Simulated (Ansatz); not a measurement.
**CH4F3GeN: up Jacob's ladder to CCSD(T)**

An exercise on one series of results from a longer session: the logs are not shown, and one member is left open.

Method: functionals in def2-TZVPP, the program's frozen cores in correlated methods; program: Ansatz 0.2.0, Gaussian basis.

Plan: LDA (SPW92), PBE-D4, revPBE-D4, BLYP-D4, r2SCAN-D4, B97M-V, PBE0-D4, B3LYP-D4, r2SCANh-D4, r2SCAN0-D4, HSE06-D4, BHLYP-D4, CAM-B3LYP-D4, LC-ωPBE, ωB97X-V, ωB97M-V, B2PLYP, PBE-QIDH; CCSD(T)/def2-SVP; CCSD(T)/def2-TZVPP; MP2/def2-QZVPP; extrapolation to the limit; RPA on PBE.

## The geometry

All runs share one geometry, relaxed beforehand with PBE0-D4 in a triple-zeta def2 set.

SMILES `C[NH][Ge]([F])([F])[F]`, 10 atoms, charge 0, spin multiplicity 1.

Atoms are counted from 1 here; the program's logs count them from 0.

Bond lengths: C1–N2 1.455 Å, C1–H7 1.091 Å, C1–H8 1.092 Å, C1–H9 1.095 Å, N2–Ge3 1.778 Å, N2–H10 1.009 Å, Ge3–F4 1.707 Å, Ge3–F5 1.706 Å, Ge3–F6 1.714 Å. Angles: N2–C1–H7 109.6°, N2–C1–H8 109.5°, N2–C1–H9 113.6°, H7–C1–H8 107.2°, H7–C1–H9 108.2°, H8–C1–H9 108.6°, C1–N2–Ge3 121.8°, C1–N2–H10 114.5°, Ge3–N2–H10 114.7°, N2–Ge3–F4 110.3°, N2–Ge3–F5 110.0°, N2–Ge3–F6 117.4°, F4–Ge3–F5 109.2°, F4–Ge3–F6 104.1°, F5–Ge3–F6 105.5°.

The first run:

in.yaml

```yaml
crystal:
  periodic: [false, false, false]
  atoms:
    - {symbol: C, position_ang: [0.073890, -1.216107, 0.802778]}
    - {symbol: N, position_ang: [0.574804, -0.360342, -0.262538]}
    - {symbol: Ge, position_ang: [-0.248321, 1.149463, -0.715101]}
    - {symbol: F, position_ang: [-1.883503, 0.840942, -1.097334]}
    - {symbol: F, position_ang: [0.521654, 1.849808, -2.067262]}
    - {symbol: F, position_ang: [-0.323166, 2.390903, 0.464871]}
    - {symbol: H, position_ang: [-1.015588, -1.256409, 0.757586]}
    - {symbol: H, position_ang: [0.440371, -2.233979, 0.654271]}
    - {symbol: H, position_ang: [0.362805, -0.883050, 1.805034]}
    - {symbol: H, position_ang: [1.580055, -0.332330, -0.339305]}
basis:
  gaussian: {orbitals: def2-TZVPP}
hamiltonian: {xc: lda}
output: {orbitals: {seedname: orbitals}}
```

The run is started by

```
$ ansatz run in.yaml --threads 4 --pin off --events-out ev --progress --plain --max-ram 11315MiB
```

Among the steps run: LDA; PBE-D4 (GGA); revPBE-D4 (GGA); BLYP-D4 (GGA); r2SCAN-D4 (meta-GGA); B97M-V (meta-GGA); PBE0-D4 (hybrid); B3LYP-D4 (hybrid); r2SCANh-D4 (hybrid); r2SCAN0-D4 (hybrid); HSE06-D4 (hybrid); BHLYP-D4 (hybrid); CAM-B3LYP-D4 (range-separated); LC-ωPBE (range-separated); ωB97X-V (range-separated); ωB97M-V (range-separated); B2PLYP (double hybrid); PBE-QIDH (double hybrid).

One table of the session follows, with a row left open; its other results are not shown here.

It belongs to the step «Frontier levels by functional». 

| functional | HOMO (eV) | gap (eV) |
| --- | --- | --- |
| LDA (SPW92) | -6.72 | 4.75 |
| PBE-D4 | -6.55 | 4.93 |
| revPBE-D4 | -6.48 | 5.03 |
| BLYP-D4 | -6.45 | 4.84 |
| r2SCAN-D4 | -6.87 | 5.66 |
| B97M-V | -6.97 | 5.65 |
| PBE0-D4 | -8.05 | 7.53 |
| B3LYP-D4 | -7.82 | 6.90 |
| r2SCANh-D4 | -7.43 | 6.61 |
| r2SCAN0-D4 | -8.27 | 8.01 |
| HSE06-D4 | -7.64 | 6.74 |
| BHLYP-D4 | -9.48 | 9.90 |
| CAM-B3LYP-D4 | -9.51 | 9.94 |
| LC-ωPBE | ? | ? |
| ωB97X-V | -10.52 | 12.20 |
| ωB97M-V | -10.42 | 11.81 |

**Question.** Estimate the row for LC-ωPBE.

**Answer.** HOMO (eV): -10.90; gap (eV): 12.77. In the column «HOMO (eV)» it is the lowest.
